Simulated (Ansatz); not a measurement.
# CH₆AlBrSi: one species, many methods

One table from this session's results is given with a row withheld; the runs are named, their logs left out.

Program: Ansatz 0.2.0, Gaussian basis. Level of theory: functionals in def2-TZVPP, the program's frozen cores in correlated methods. These are calculated values, not measurements.

Plan: PBE-D4, r2SCAN-D4, PBE0-D4, B3LYP-D4, ωB97X-V, ωB97M-V, B2PLYP; CCSD(T)/def2-TZVPP; MP2/def2-QZVPP; extrapolation to the limit.

## The relaxed structure

All runs share one geometry, relaxed beforehand with PBE0-D4 in a triple-zeta def2 set.

SMILES `[CH3][AlH][SiH2]Br`, 10 atoms, charge 0, spin multiplicity 1.

Atoms are counted from 1 here; the program's logs count them from 0.

Bond lengths: C1–Al2 1.950 Å, C1–H5 1.092 Å, C1–H6 1.095 Å, C1–H7 1.094 Å, Al2–Si3 2.415 Å, Al2–H8 1.584 Å, Si3–Br4 2.367 Å, Si3–H9 1.488 Å, Si3–H10 1.488 Å. Angles: Al2–C1–H5 112.1°, Al2–C1–H6 110.4°, Al2–C1–H7 111.1°, H5–C1–H6 107.7°, H5–C1–H7 108.1°, H6–C1–H7 107.3°, C1–Al2–Si3 118.7°, C1–Al2–H8 125.8°, Si3–Al2–H8 115.3°, Al2–Si3–Br4 67.7°, Al2–Si3–H9 126.1°, Al2–Si3–H10 126.7°, Br4–Si3–H9 103.1°, Br4–Si3–H10 103.3°, H9–Si3–H10 107.2°.

The first run:

Contents of in.yaml:

```yaml
crystal:
  periodic: [false, false, false]
  atoms:
    - {symbol: C, position_ang: [-1.622286, 0.665826, -0.551965]}
    - {symbol: Al, position_ang: [-0.386375, -0.769503, -0.089837]}
    - {symbol: Si, position_ang: [1.646517, -0.213287, 1.089931]}
    - {symbol: Br, position_ang: [1.954546, -0.258404, -1.257009]}
    - {symbol: H, position_ang: [-1.143555, 1.647145, -0.518797]}
    - {symbol: H, position_ang: [-2.464505, 0.683174, 0.147567]}
    - {symbol: H, position_ang: [-2.035484, 0.522612, -1.554289]}
    - {symbol: H, position_ang: [-0.637020, -2.317303, -0.314315]}
    - {symbol: H, position_ang: [2.097577, 1.155375, 1.462585]}
    - {symbol: H, position_ang: [2.673685, -1.166733, 1.589129]}
basis:
  gaussian: {orbitals: def2-TZVPP}
hamiltonian: {xc: pbe, dispersion: d4}
output: {forces: true, orbitals: {seedname: orbitals}}
```

On the command line:

```sh
$ ansatz run in.yaml --threads 4 --pin off --events-out ev --progress --plain --max-ram 10444MiB
```

Steps of the session up to this table: PBE-D4 (GGA); r2SCAN-D4 (meta-GGA); PBE0-D4 (hybrid); B3LYP-D4 (hybrid); ωB97X-V (range-separated); ωB97M-V (range-separated); B2PLYP (double hybrid); CCSD(T) in def2-TZVPP; MP2 in def2-QZVPP.

One of the session's tables, all rows but one given; the rest of the session is left out.

| method | atomisation energy (kJ/mol) |
| --- | --- |
| PBE-D4 | 3073.6 |
| r2SCAN-D4 | 3088.3 |
| PBE0-D4 | 3059.2 |
| B3LYP-D4 | 3056.4 |
| ωB97X-V | 3086.0 |
| ωB97M-V | 3073.3 |
| B2PLYP | 3020.1 |
| HF/def2-TZVPP | 2326.0 |
| MP2/def2-TZVPP | 3007.9 |
| CCSD/def2-TZVPP | 2964.2 |
| CCSD(T)/def2-TZVPP | ? |
| MP2/CBS | 3090.1 |
| CCSD(T)/CBS | 3082.7 |

Q: Estimate the row for CCSD(T)/def2-TZVPP from the others.

**Answer.** atomisation energy (kJ/mol): 3000.6. In the column «atomisation energy (kJ/mol)» it lies between CCSD/def2-TZVPP (2964.2) and MP2/def2-TZVPP (3007.9).

To keep in mind: Free atoms (1 C, 1 Al, 1 Si, 1 Br, 6 H) were run apart at each level; the atomisation energy is their sum less the molecule, without zero-point or spin-orbit terms.
